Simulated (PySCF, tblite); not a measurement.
**C4H8Cl2Ga2: geometry, infrared bands and NMR shifts**

Aim: predict the infrared bands and NMR shifts of C4H8Cl2Ga2 (`C#CC[CH2][GaH-]1[Cl+][GaH2-][Cl+]1`).

Computed with tblite 0.8.0 and PySCF 2.14.0, with density-fitted response routines of our own, on a single molecule in the gas phase. Atoms count from 0, in the outputs and in this text.

### Step 1. Starting geometry

16 atoms, charge 0, multiplicity 1; geometry from: force field or distance geometry start.

Bonds of the start (Å): C0–C1 1.22, C1–C2 1.46, C2–C3 1.50, C3–Ga4 1.98, Ga4–Cl5 2.22, Cl5–Ga6 2.22, Ga6–Cl7 2.23, Cl7–Ga4 2.20, C0–H8 1.06, C2–H9 1.13, C2–H10 1.14, C3–H11 1.13, C3–H12 1.13, Ga4–H13 1.60, Ga6–H14 1.61, Ga6–H15 1.58.

### Step 2. Relaxing the molecule with GFN2-xTB

Job settings and geometry (Å):

```
{"job": {"kind": "relax", "xc": "GFN2-xTB", "basis": "xTB"}, "charge": 0, "multiplicity": 1}
C     -0.811100    -2.089900    -1.107500
C     -1.430300    -1.160800    -0.616700
C     -2.130200    -0.051700     0.014600
C     -1.466700     0.441700     1.268800
Ga     0.379800     1.049800     0.918900
Cl     1.082600     0.326300    -1.061900
Ga     3.083500     0.190200    -0.117900
Cl     2.007700    -0.139400     1.805800
H     -0.296700    -2.901900    -1.554800
H     -2.173800     0.801300    -0.722900
H     -3.186300    -0.416400     0.220500
H     -1.387200    -0.418900     2.000100
H     -2.084700     1.255100     1.756400
H      0.665000     2.613700     1.107900
H      3.869700     1.586200    -0.014900
H      3.871400    -1.076300    -0.640100
```

Launch:

```bash
OMP_NUM_THREADS=1 python probes_run.py task.json out
```

The driver reads the jobs from task.json and runs them one after another.

**Question.** This job is followed by: GFN2-xTB harmonic vibrations, gas phase; GIAO PBE0/pcSseg-1 NMR shielding, non-relativistic, gas phase. Predict these results of the whole session: strongest single infrared mode (GFN2-xTB); zero-point energy (GFN2-xTB); ¹³C shifts against TMS (PBE0/pcSseg-1); ¹H shifts against TMS (PBE0/pcSseg-1, means over atoms taken as alike); ³⁵Cl shifts against HCl (PBE0/pcSseg-1, means over atoms taken as alike); shieldings of Ga (PBE0/pcSseg-1); surface potential, 1st and 99th percentile.

The runs gave:

| quantity | value |
| --- | --- |
| strongest single infrared mode (GFN2-xTB) | 716 cm⁻¹, 367 km/mol |
| zero-point energy (GFN2-xTB) | 58.4 kcal/mol |
| ¹³C shifts against TMS (PBE0/pcSseg-1) | 92.8, 81.8, 23.0, 18.6 ppm |
| ¹H shifts against TMS (PBE0/pcSseg-1, means over atoms taken as alike) | 5.83, 5.49, 5.45, 2.85, 1.98, 1.40 ppm |
| ³⁵Cl shifts against HCl (PBE0/pcSseg-1, means over atoms taken as alike) | 20 ppm |
| shieldings of Ga (PBE0/pcSseg-1) | Ga4 1425.0, Ga6 1425.6 ppm |
| surface potential, 1st and 99th percentile | -0.76 V and 1.63 V |

Over 179 steps the energy fell by 0.719 eV; of the close pairs, Ga4–Cl7 changed most, 2.202 to 2.324 Å. All 42 modes are real, so the xTB geometry is a minimum. The strongest single mode, at 716 cm⁻¹, moves mainly H15 and H14. GFN2-xTB is a fitted tight-binding method: band positions and strengths are rough. Its intensities can rank the bands wrongly. At PBE0/pcSseg-1: The widest tensor belongs to Ga4: span 517 ppm, with a paramagnetic part of -1210 ppm. At PBE0/pcSseg-1, counted by nearest atom on the grid, the HOMO lies on C0, C1 about 32 % each; H10, H15 about 6 % each, the LUMO on Ga4 22 %; Ga6 16 %. Spin-orbit coupling is left out, which matters for shieldings and couplings at and beside the heavy atoms.
